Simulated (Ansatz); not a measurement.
# CH7BSi2: small, medium and large basis sets

One table from this session's results is given with a row withheld; the runs are named, their logs left out.

Program: Ansatz 0.2.0, Gaussian basis. Level of theory: one geometry, several basis sets. These are calculated values, not measurements.

Levels to be run: PBE0-D4/def2-SVP; ωB97M-V/def2-SVP; PBE0-D4/def2-QZVPP; ωB97M-V/def2-QZVPP; the functionals' def2-TZVPP values are taken from earlier runs.

## Structure used throughout

The geometry comes from an earlier relaxation with PBE0-D4 in a triple-zeta def2 set; it is a stationary point, not always the lowest conformer.

SMILES `[SiH3]B1C[SiH2]1`, 11 atoms, charge 0, spin multiplicity 1.

Atoms are counted from 1 here; the program's logs count them from 0.

Bond lengths: Si1–B2 1.987 Å, Si1–H5 1.490 Å, Si1–H6 1.491 Å, Si1–H7 1.490 Å, B2–C3 1.486 Å, B2–Si4 1.905 Å, C3–Si4 2.032 Å, C3–H8 1.095 Å, C3–H9 1.089 Å, Si4–H10 1.480 Å, Si4–H11 1.487 Å. Angles: B2–Si1–H5 110.5°, B2–Si1–H6 113.8°, B2–Si1–H7 108.9°, H5–Si1–H6 108.2°, H5–Si1–H7 107.4°, H6–Si1–H7 107.9°, Si1–B2–C3 135.0°, Si1–B2–Si4 136.3°, C3–B2–Si4 72.5°, B2–C3–Si4 63.3°, B2–C3–H8 124.8°, B2–C3–H9 122.9°, Si4–C3–H8 85.6°, Si4–C3–H9 139.5°, H8–C3–H9 110.5°, B2–Si4–C3 44.2°, B2–Si4–H10 126.7°, B2–Si4–H11 122.3° and more.

Geometry (Å):

```xyz
11

Si   -0.9816    1.6896   -0.4437
B     0.2819    0.2875    0.1763
C     0.2312   -0.8003    1.1869
Si    1.1215   -1.2431   -0.5857
H    -1.5611    1.3203   -1.7663
H    -2.1057    1.9453    0.5011
H    -0.2348    2.9666   -0.6241
H     1.1078   -1.2669    1.6473
H    -0.6701   -1.0476    1.7454
H     2.3816   -1.8772   -0.1372
H     0.4950   -2.0312   -1.6793
```

The first run:

in.yaml

```yaml
crystal:
  periodic: [false, false, false]
  atoms:
    - {symbol: Si, position_ang: [-0.981551, 1.689564, -0.443701]}
    - {symbol: B, position_ang: [0.281862, 0.287540, 0.176278]}
    - {symbol: C, position_ang: [0.231197, -0.800340, 1.186855]}
    - {symbol: Si, position_ang: [1.121471, -1.243064, -0.585675]}
    - {symbol: H, position_ang: [-1.561148, 1.320344, -1.766283]}
    - {symbol: H, position_ang: [-2.105722, 1.945297, 0.501102]}
    - {symbol: H, position_ang: [-0.234822, 2.966562, -0.624097]}
    - {symbol: H, position_ang: [1.107817, -1.266851, 1.647297]}
    - {symbol: H, position_ang: [-0.670149, -1.047634, 1.745409]}
    - {symbol: H, position_ang: [2.381557, -1.877185, -0.137248]}
    - {symbol: H, position_ang: [0.494986, -2.031234, -1.679334]}
basis:
  gaussian: {orbitals: def2-SVP}
hamiltonian: {xc: pbe0, dispersion: d4}
output: {orbitals: {seedname: orbitals}}
```

Command:

```sh
$ ansatz run in.yaml --threads 2 --pin off --events-out ev --progress --plain --max-ram 4352MiB
```

Steps of the session up to this table: PBE0-D4 in def2-SVP; ωB97M-V in def2-SVP; PBE0-D4 in def2-QZVPP; ωB97M-V in def2-QZVPP.

One of the session's tables, all rows but one given; the rest of the session is left out.

It belongs to the step «Functionals by basis». 

| functional | basis | HOMO (eV) | LUMO (eV) |
| --- | --- | --- | --- |
| PBE0-D4 | def2-SVP | -6.89 | -1.84 |
| PBE0-D4 | def2-TZVPP | -6.88 | -1.87 |
| PBE0-D4 | def2-QZVPP | -6.88 | -1.89 |
| ωB97M-V | def2-SVP | -8.89 | 0.19 |
| ωB97M-V | def2-TZVPP | -8.90 | 0.08 |
| ωB97M-V | def2-QZVPP | ? | ? |

**Question.** Estimate the row for ωB97M-V, def2-QZVPP.

**Answer.** HOMO (eV): -8.90; LUMO (eV): 0.04.
